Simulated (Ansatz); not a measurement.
# CHBF₂ with the probe HF: a probe moved round a molecule

How does the energy of CHBF₂ (SMILES FB=CF) with the probe HF change over two coordinates at once? A grid of runs gives the map.

Method: RKS PBE0-D4/def2-SVPD; program: Ansatz 0.2.0.

### 1 Starting geometry

SMILES `FB=CF`, 5 atoms, charge 0, spin multiplicity 1.

Atoms are counted from 1 here; the program's logs count them from 0.

Bond lengths: F1–B2 1.298 Å, B2–C3 1.410 Å, C3–F4 1.372 Å, C3–H5 1.101 Å. Angles: F1–B2–C3 176.5°, B2–C3–F4 124.3°, B2–C3–H5 121.3°, F4–C3–H5 114.4°.

Coordinates:

```
F    -0.36454   -0.96026    1.89318
B    -0.16279   -0.38209    0.74864
C     0.14139    0.24722   -0.47585
F    -0.79223    0.59446   -1.41898
H     1.17817    0.50067   -0.74700
```

This geometry comes from a loose relaxation at PBE in a small basis, which is not shown.

### 4 Setting up the map

The probe is moved over a plane parallel to the molecule's main plane, 2.30 Å above it (x and y are the axes of that plane, centred on the molecule).

First coordinate, x of the probe's F atom: 19 values from −3.15 Å. Second coordinate, y of the probe's F atom: 17 values from −2.80 Å.

Nothing else is relaxed (molecule and probe rigid, the probe upright with F nearest the plane). Energies count from molecule and probe far apart, each relaxed in its own basis (no counterpoise correction). Points are written as (first, second).

The probe HF moves over a plane: parallel to the molecule's main plane, 2.30 Å above it. The molecule is turned into the frame of its main axes, as the inputs below show.

(The set-up runs are not shown.)

### 5 Grid point (−1.75 Å, 2.10 Å)

input.yaml

```yaml
crystal:
  periodic: [false, false, false]
  atoms:
    - { symbol: F, position_ang: [-1.874845, -0.197586, -2.0e-06] }
    - { symbol: B, position_ang: [-0.621039, 0.089334, 4.0e-06] }
    - { symbol: C, position_ang: [0.723017, 0.482813, -2.0e-06] }
    - { symbol: F, position_ang: [1.772867, -0.374561, 0.0] }
    - { symbol: H, position_ang: [1.001273, 1.539559, 1.0e-06] }
    - { symbol: F, position_ang: [-1.75, 2.1, 2.3] }
    - { symbol: H, position_ang: [-1.75, 2.1, 3.220219] }
basis:
  gaussian: { orbitals: def2-SVPD }
hamiltonian:
  xc: pbe0
  dispersion: d4
output:
  forces: true
```

On the command line:

```
ansatz run input.yaml --threads 1 --pin off --max-ram 2560MiB --backend cpu --events-out ev --progress --plain --runs-dir out
```

Further runs follow: the other points that were computed.

Before running it: what results should come out? Wanted: lowest point; highest computed point; dipole moment.

The runs gave:

| quantity | value |
| --- | --- |
| lowest point | (−1.75 Å, 2.10 Å), −78 meV |
| highest computed point | (0.35 Å, 0.35 Å), 563 meV above the lowest |
| dipole moment (D) | 2.41 at (2.80 Å, −0.70 Å) to 3.14 at (−0.70 Å, 0.00 Å); 2.72 at the lowest point |
| time for the whole task | 38 min on 1 thread, shared host |

**Reading.** The lowest computed point is at (−1.75 Å, 2.10 Å), −78 meV from molecule and probe far apart, each relaxed in its own basis (no counterpoise correction); the map holds 2 wells of about this depth. The grid shows no well of another kind. The highest computed point, (0.35 Å, 0.35 Å), lies 563 meV above the lowest. Near the minimum the curvatures are about 0.035 and 0.11 eV/Å² along the soft and the stiff direction. No counterpoise correction was made, so wells between separate parts tend to come out somewhat too deep.
